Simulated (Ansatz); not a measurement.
# CH8SSi2: a ladder of functionals and wavefunction methods

One table from this session's results is given with a row withheld; the runs are named, their logs left out.

The runs use Ansatz 0.2.0, Gaussian basis; functionals in def2-TZVPP, the program's frozen cores in correlated methods.

The runs, in order: LDA (SPW92), PBE-D4, revPBE-D4, BLYP-D4, r2SCAN-D4, B97M-V, PBE0-D4, B3LYP-D4, r2SCANh-D4, r2SCAN0-D4, HSE06-D4, BHLYP-D4, CAM-B3LYP-D4, LC-ωPBE, ωB97X-V, ωB97M-V, B2PLYP, PBE-QIDH; CCSD(T)/def2-SVP; CCSD(T)/def2-TZVPP; MP2/def2-QZVPP; extrapolation to the limit; RPA on PBE.

### The relaxed structure

All runs share one geometry, relaxed beforehand with PBE0-D4 in a triple-zeta def2 set.

12 atoms, charge 0, spin multiplicity 1.

Atoms are counted from 1 here; the program's logs count them from 0.

Bond lengths: C1–Si2 1.874 Å, C1–H5 1.092 Å, C1–H6 1.092 Å, C1–H7 1.092 Å, Si2–Si3 2.339 Å, Si2–H8 1.492 Å, Si2–H9 1.491 Å, Si3–S4 2.151 Å, Si3–H10 1.487 Å, Si3–H11 1.489 Å, S4–H12 1.344 Å. Angles: Si2–C1–H5 110.7°, Si2–C1–H6 110.9°, Si2–C1–H7 110.3°, H5–C1–H6 108.3°, H5–C1–H7 108.1°, H6–C1–H7 108.5°, C1–Si2–Si3 110.4°, C1–Si2–H8 110.5°, C1–Si2–H9 111.1°, Si3–Si2–H8 107.1°, Si3–Si2–H9 110.1°, H8–Si2–H9 107.6°, Si2–Si3–S4 109.3°, Si2–Si3–H10 111.9°, Si2–Si3–H11 112.3°, S4–Si3–H10 103.6°, S4–Si3–H11 111.2°, H10–Si3–H11 108.2° and more.

Geometry (Å):

```xyz
12
CH8SSi2
C    -0.88722    1.61375   -0.21457
Si   -0.24760    0.30863    0.96762
Si    1.29273   -1.08158   -0.11139
S     0.35327   -1.99415   -1.81733
H    -0.07959    2.27810   -0.52926
H    -1.66507    2.21897    0.25576
H    -1.30613    1.14313   -1.10653
H    -1.36528   -0.55819    1.44242
H     0.37893    0.93302    2.16800
H     2.41755   -0.30907   -0.70340
H     1.86410   -2.10919    0.80261
H    -0.67871   -2.49873   -1.11983
```

Set-up of the first run:

Input file in.yaml:

```yaml
crystal:
  periodic: [false, false, false]
  atoms:
    - {symbol: C, position_ang: [-0.887216, 1.613750, -0.214571]}
    - {symbol: Si, position_ang: [-0.247604, 0.308632, 0.967625]}
    - {symbol: Si, position_ang: [1.292735, -1.081581, -0.111393]}
    - {symbol: S, position_ang: [0.353271, -1.994150, -1.817334]}
    - {symbol: H, position_ang: [-0.079586, 2.278104, -0.529257]}
    - {symbol: H, position_ang: [-1.665070, 2.218975, 0.255759]}
    - {symbol: H, position_ang: [-1.306133, 1.143130, -1.106526]}
    - {symbol: H, position_ang: [-1.365276, -0.558189, 1.442415]}
    - {symbol: H, position_ang: [0.378926, 0.933020, 2.168003]}
    - {symbol: H, position_ang: [2.417554, -0.309070, -0.703404]}
    - {symbol: H, position_ang: [1.864103, -2.109188, 0.802615]}
    - {symbol: H, position_ang: [-0.678705, -2.498735, -1.119831]}
basis:
  gaussian: {orbitals: def2-TZVPP}
hamiltonian: {xc: lda}
output: {orbitals: {seedname: orbitals}}
```

Run with:

```bash
ansatz run in.yaml --threads 4 --pin off --events-out ev --progress --plain --max-ram 10444MiB
```

Among the steps run: LDA; PBE-D4 (GGA); revPBE-D4 (GGA); BLYP-D4 (GGA); r2SCAN-D4 (meta-GGA); B97M-V (meta-GGA); PBE0-D4 (hybrid); B3LYP-D4 (hybrid); r2SCANh-D4 (hybrid); r2SCAN0-D4 (hybrid); HSE06-D4 (hybrid); BHLYP-D4 (hybrid); CAM-B3LYP-D4 (range-separated); LC-ωPBE (range-separated); ωB97X-V (range-separated); ωB97M-V (range-separated); B2PLYP (double hybrid); PBE-QIDH (double hybrid).

One table of the session follows, with a row left open; its other results are not shown here.

It belongs to the step «Orbital energies across the functionals». 

| functional | HOMO (eV) | gap (eV) |
| --- | --- | --- |
| LDA (SPW92) | -6.11 | 4.84 |
| PBE-D4 | -6.02 | 4.96 |
| revPBE-D4 | -5.98 | 5.01 |
| BLYP-D4 | -5.86 | 4.97 |
| r2SCAN-D4 | -6.28 | 5.50 |
| B97M-V | -6.41 | 5.50 |
| PBE0-D4 | -7.18 | 6.95 |
| B3LYP-D4 | -6.96 | 6.56 |
| r2SCANh-D4 | -6.71 | 6.22 |
| r2SCAN0-D4 | ? | ? |
| HSE06-D4 | -6.78 | 6.18 |
| BHLYP-D4 | -8.21 | 8.90 |
| CAM-B3LYP-D4 | -8.46 | 9.27 |
| LC-ωPBE | -9.80 | 11.72 |
| ωB97X-V | -9.47 | 11.26 |
| ωB97M-V | -9.27 | 10.78 |

Q: Estimate the row for r2SCAN0-D4 from the others.

Worked estimate for «HOMO (eV)». Against the share of exact exchange, r2SCAN-D4 (0, -6.28), r2SCANh-D4 (0.1, -6.71) give a slope of -4.30 per unit share; at 0.25 the line stands at -7.35.

As computed: HOMO (eV): -7.35; gap (eV): 7.28. In «HOMO (eV)» the line misses by 0.00.
